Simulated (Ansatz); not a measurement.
# MgSi32: the cost of one run

Method: DFT LDA, scalar-relativistic, plane waves, PAW, in Ansatz 0.2.0.

9 further runs of the same task are left out: 9 set aside as unsound or not needed.

## Step 1: The structure to begin with

Symmetry: F-43m, No. 216, cubic system. Conventional cell: a = 5.828 Å, b = 5.828 Å, c = 5.828 Å, α = 90.00°, β = 90.00°, γ = 90.00°. Around In (site symmetry -43m) lie 4 P at 2.52 Å. P (site symmetry -43m) is surrounded by 4 In at 2.52 Å.

As a file:

```cif
data_structure
_symmetry_space_group_name_H-M 'F-43m'
_symmetry_Int_Tables_number 216
_cell_length_a 5.8280
_cell_length_b 5.8280
_cell_length_c 5.8280
_cell_angle_alpha 90.000
_cell_angle_beta 90.000
_cell_angle_gamma 90.000
_cell_volume 197.96
loop_
_atom_site_label
_atom_site_type_symbol
_atom_site_symmetry_multiplicity
_atom_site_Wyckoff_symbol
_atom_site_fract_x
_atom_site_fract_y
_atom_site_fract_z
_atom_site_occupancy
In1 In 4 a 0.00000 0.00000 0.00000 1
P1 P 4 c 0.25000 0.25000 0.25000 1
```

It goes back to an entry of the Materials Project.

It is the result of an earlier relaxation at this level (volume 24.74 Å³/atom; gap on the mesh: 0.57 eV).

The host's static dielectric tensor, from an earlier linear-response run, has a mean of 13.26.

The perfect supercell (rows 1 1 1; 1 1 -3; -3 1 1 in vectors of this cell) was computed beforehand with the same settings: E(σ→0) = -98936.8442 eV for 32 atoms, gap 2.20 eV on its own mesh.

## Step 2: The defect cell

The extra atom is put at (0.000, 0.000, 0.000) of the supercell, the middle of a void of radius 2.34 Å. A small random displacement (spread 0.06 Å) lets the symmetry of the site break.

## Step 3: Relaxing the defect, charge 0

File input.yaml:

```yaml
crystal:
  lattice:
    - [5.4019422878, 5.4019422878, 5.4019422878]
    - [-5.4019422878, -5.4019422878, 5.4019422878]
    - [5.4019422878, -5.4019422878, -5.4019422878]
  atoms:
    - { symbol: Si, position: [0.75, 0.25, 0.75] }
    - { symbol: Si, position: [0.0039731561, 0.00513074, 0.7564110924] }
    - { symbol: Si, position: [0.75, 0.5, 0.5] }
    - { symbol: Si, position: [0.0, 0.25, 0.5] }
    - { symbol: Si, position: [0.25, 0.0, 0.5] }
    - { symbol: Si, position: [0.25, 0.75, 0.75] }
    - { symbol: Si, position: [0.5, 0.5, 0.75] }
    - { symbol: Si, position: [0.768572633, 0.0059438616, 0.01926886] }
    - { symbol: Si, position: [0.75, 0.75, 0.25] }
    - { symbol: Si, position: [0.0, 0.5, 0.25] }
    - { symbol: Si, position: [0.2455468528, 0.2461860706, 0.2506961649] }
    - { symbol: Si, position: [0.5, 0.0, 0.25] }
    - { symbol: Si, position: [0.5, 0.75, 0.5] }
    - { symbol: Si, position: [-0.0179682981, 0.7372942135, -0.0136277565] }
    - { symbol: Si, position: [0.25, 0.5, 0.0] }
    - { symbol: Si, position: [0.5, 0.25, 0.0] }
    - { symbol: Si, position: [0.5, 0.25, 0.75] }
    - { symbol: Si, position: [0.7470696212, -0.0039314978, 0.7375637694] }
    - { symbol: Si, position: [0.5, 0.5, 0.5] }
    - { symbol: Si, position: [0.75, 0.25, 0.5] }
    - { symbol: Si, position: [0.0, 0.0, 0.5] }
    - { symbol: Si, position: [-0.0057535913, 0.7393017112, 0.7436985706] }
    - { symbol: Si, position: [0.25, 0.5, 0.75] }
    - { symbol: Si, position: [0.5, 0.0, 0.0] }
    - { symbol: Si, position: [0.5, 0.75, 0.25] }
    - { symbol: Si, position: [0.75, 0.5, 0.25] }
    - { symbol: Si, position: [0.0135413099, 0.2642033645, 0.2628349664] }
    - { symbol: Si, position: [0.2364741704, 0.0087252182, 0.2523904774] }
    - { symbol: Si, position: [0.25, 0.75, 0.5] }
    - { symbol: Si, position: [0.7342494611, 0.7529521435, 0.0058810694] }
    - { symbol: Si, position: [0.0, 0.5, 0.0] }
    - { symbol: Si, position: [0.2536996629, 0.2493700685, -0.0027874137] }
    - { symbol: Mg, position: [-0.0017406427, 0.0014116318, -0.0027167736] }
  host:
    lattice:
      - [0.0, 2.7009711439, 2.7009711439]
      - [2.7009711439, 0.0, 2.7009711439]
      - [2.7009711439, 2.7009711439, 0.0]
    atoms:
      - { symbol: Si, position: [0.75, 0.75, 0.75] }
      - { symbol: Si, position: [0.5, 0.5, 0.5] }
basis:
  ecutwfc: 420
  xc_grid: 2
kpoints:
  mp_grid: { grid: [3, 3, 3], shift: [0.0, 0.0, 0.0] }
hamiltonian:
  xc: lda
scf:
  occupations: { method: gaussian, width: 0.02 }
output:
  forces: true
  stress: false
  eigenvalues: true
  charged_corrections:
    defect_position: [0.0, 0.0, 0.0]
    epsilon: [[13.2637, 0.0, 0.0], [0.0, 13.2637, 0.0], [0.0, 0.0, 13.2637]]
  write_density: true
  write_potential: true
  elf: true
  volumetric_format: npy
relax:
  adjacent_minimum: "off"
  f_tol: 0.025
  max_steps: 45
```

Started as:

```sh
$ ansatz run input.yaml --threads 4 --pin off --max-ram 8192MiB --backend cpu --events-out ev --progress --plain --runs-dir out
```

Q: Estimate wall time and peak memory on 4 threads of Intel Xeon at 2.70GHz, shared host.

About 2.5 min, with a peak of 1.9 GiB.
